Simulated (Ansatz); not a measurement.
# CH7BClNSi: a ladder of functionals and wavefunction methods

One table from this session's results is given with a row withheld; the runs are named, their logs left out.

Computed with Ansatz 0.2.0, Gaussian basis. Level: functionals in def2-TZVPP, the program's frozen cores in correlated methods.

Levels to be run: LDA (SPW92), PBE-D4, revPBE-D4, BLYP-D4, r2SCAN-D4, B97M-V, PBE0-D4, B3LYP-D4, r2SCANh-D4, r2SCAN0-D4, HSE06-D4, BHLYP-D4, CAM-B3LYP-D4, LC-ωPBE, ωB97X-V, ωB97M-V, B2PLYP, PBE-QIDH; CCSD(T)/def2-SVP; CCSD(T)/def2-TZVPP; MP2/def2-QZVPP; extrapolation to the limit; RPA on PBE.

### The geometry

The geometry comes from an earlier relaxation with PBE0-D4 in a triple-zeta def2 set; it is a stationary point, not always the lowest conformer.

12 atoms, charge 0, spin multiplicity 1.

Atoms are counted from 1 here; the program's logs count them from 0.

Bond lengths: B1–N2 1.399 Å, B1–H6 1.198 Å, B1–H7 1.197 Å, N2–C3 1.461 Å, N2–Si4 1.736 Å, C3–H8 1.090 Å, C3–H9 1.094 Å, C3–H10 1.093 Å, Si4–Cl5 2.058 Å, Si4–H11 1.481 Å, Si4–H12 1.473 Å. Angles: N2–B1–H6 119.3°, N2–B1–H7 119.1°, H6–B1–H7 121.6°, B1–N2–C3 122.0°, B1–N2–Si4 121.0°, C3–N2–Si4 117.0°, N2–C3–H8 109.5°, N2–C3–H9 111.0°, N2–C3–H10 110.9°, H8–C3–H9 108.6°, H8–C3–H10 108.7°, H9–C3–H10 108.0°, N2–Si4–Cl5 109.9°, N2–Si4–H11 109.5°, N2–Si4–H12 109.7°, Cl5–Si4–H11 105.8°, Cl5–Si4–H12 108.9°, H11–Si4–H12 112.9°.

The first run:

Input file in.yaml:

```yaml
crystal:
  periodic: [false, false, false]
  atoms:
    - {symbol: B, position_ang: [-0.301559, 1.623209, -0.072823]}
    - {symbol: N, position_ang: [0.030656, 0.264046, -0.076718]}
    - {symbol: C, position_ang: [1.351219, -0.209408, -0.483222]}
    - {symbol: Si, position_ang: [-1.121813, -0.938741, 0.411549]}
    - {symbol: Cl, position_ang: [-0.453460, -1.906440, 2.099848]}
    - {symbol: H, position_ang: [0.509883, 2.425970, -0.437230]}
    - {symbol: H, position_ang: [-1.392871, 1.954591, 0.289399]}
    - {symbol: H, position_ang: [1.951953, 0.634099, -0.822269]}
    - {symbol: H, position_ang: [1.274486, -0.934272, -1.299220]}
    - {symbol: H, position_ang: [1.866515, -0.693193, 0.350888]}
    - {symbol: H, position_ang: [-1.224996, -1.979970, -0.637159]}
    - {symbol: H, position_ang: [-2.413111, -0.295292, 0.710857]}
basis:
  gaussian: {orbitals: def2-TZVPP}
hamiltonian: {xc: lda}
output: {orbitals: {seedname: orbitals}}
```

Launch:

```
$ ansatz run in.yaml --threads 4 --pin off --events-out ev --progress --plain --max-ram 10444MiB
```

Steps of the session up to this table: LDA; PBE-D4 (GGA); revPBE-D4 (GGA); BLYP-D4 (GGA); r2SCAN-D4 (meta-GGA); B97M-V (meta-GGA); B3LYP-D4 (hybrid); r2SCANh-D4 (hybrid); r2SCAN0-D4 (hybrid); HSE06-D4 (hybrid); BHLYP-D4 (hybrid); CAM-B3LYP-D4 (range-separated); LC-ωPBE (range-separated); ωB97X-V (range-separated); ωB97M-V (range-separated); B2PLYP (double hybrid); PBE-QIDH (double hybrid).

One of the session's tables, all rows but one given; the rest of the session is left out.

It belongs to the step «Orbital energies across the functionals». 

```
  functional  HOMO (eV)  gap (eV)
 LDA (SPW92)      -7.30      5.70
      PBE-D4      -7.15      5.80
   revPBE-D4      -7.09      5.84
     BLYP-D4      -7.00      5.79
   r2SCAN-D4      -7.38      6.39
      B97M-V      -7.50      6.38
     PBE0-D4      -8.40      8.01
    B3LYP-D4      -8.16      7.55
  r2SCANh-D4      -7.86      7.20
  r2SCAN0-D4          ?         ?
    HSE06-D4      -8.00      7.23
    BHLYP-D4      -9.55     10.13
CAM-B3LYP-D4      -9.76     10.42
     LC-ωPBE     -11.15     12.98
     ωB97X-V     -10.78     12.49
     ωB97M-V     -10.70     12.13
```

**Question.** Estimate the row for r2SCAN0-D4.

Worked estimate for «HOMO (eV)». Against the share of exact exchange, r2SCAN-D4 (0, -7.38), r2SCANh-D4 (0.1, -7.86) give a slope of -4.80 per unit share; at 0.25 the line stands at -8.58.

As computed: HOMO (eV): -8.57; gap (eV): 8.40. In «HOMO (eV)» the line misses by -0.01.
